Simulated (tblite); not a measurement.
# H14Si24: the cost of one run

Programs: tblite 0.8.0 and PySCF 2.14.0, with routines of our own; each step states its level. All values are computed. Atoms count from 0.

## 1. The starting structure

38 atoms, charge 0, multiplicity 1; geometry from: force field, distance geometry or constructed start.

## 2. Geometry optimisation with GFN1-xTB

What the job is given:

```
{"job": {"kind": "relax", "xc": "GFN1-xTB", "basis": "xTB"}, "charge": 0, "multiplicity": 1}
Si     8.053300    -2.060500    -0.226600
Si     6.109500    -0.938500     0.218100
Si     4.182200    -2.061000    -0.224000
Si     4.176300    -4.289400     0.218800
Si     6.111700    -5.412600    -0.221600
Si     8.045100    -4.294300     0.222400
Si     2.241400     1.295700    -0.228300
Si     0.309000     2.414300     0.226500
Si    -1.627400     1.291900    -0.225400
Si    -1.632900    -0.941900     0.226600
Si     0.303500    -2.059900    -0.227100
Si     2.238800    -0.943100     0.225000
Si     0.302200     4.647500    -0.220000
Si    -1.627900     5.763700     0.222300
Si    -3.568000     4.651900    -0.224800
Si    -3.567700     2.412200     0.231300
Si    -5.501100     5.766200     0.225900
Si    -7.438300     4.643400    -0.226000
Si    -7.437800     2.413400     0.227500
Si    -5.498700     1.294900    -0.222300
Si     0.303300    -4.290000     0.226500
Si     2.240400    -5.409900    -0.225200
Si    -5.498100    -0.936500     0.231600
Si    -3.570000    -2.063000    -0.226500
H      9.271500    -1.350300     0.060100
H      6.106600     0.469700    -0.056700
H      6.113400    -6.820800     0.058500
H      9.270400    -4.999100    -0.058000
H      3.464500     2.000300     0.057200
H      1.529300     5.353000     0.062600
H     -1.626500     7.176600    -0.060300
H     -5.503400     7.177300    -0.059000
H     -8.660700     5.352700     0.057300
H     -8.657600     1.704500    -0.055500
H     -0.915700    -4.997900    -0.062500
H      2.241800    -6.820900     0.056300
H     -6.724800    -1.646900    -0.063300
H     -3.564900    -3.467900     0.056600
```

Launch:

```sh
$ OMP_NUM_THREADS=2 python large_run.py task.json out
```

One launch serves the whole session: the jobs run in the order shown.

**Question.** How long does this first job take on 2 threads of Arm Neoverse V1, shared host, and how much memory does it need?

About 3.6 s, with a peak of 0.17 GiB.
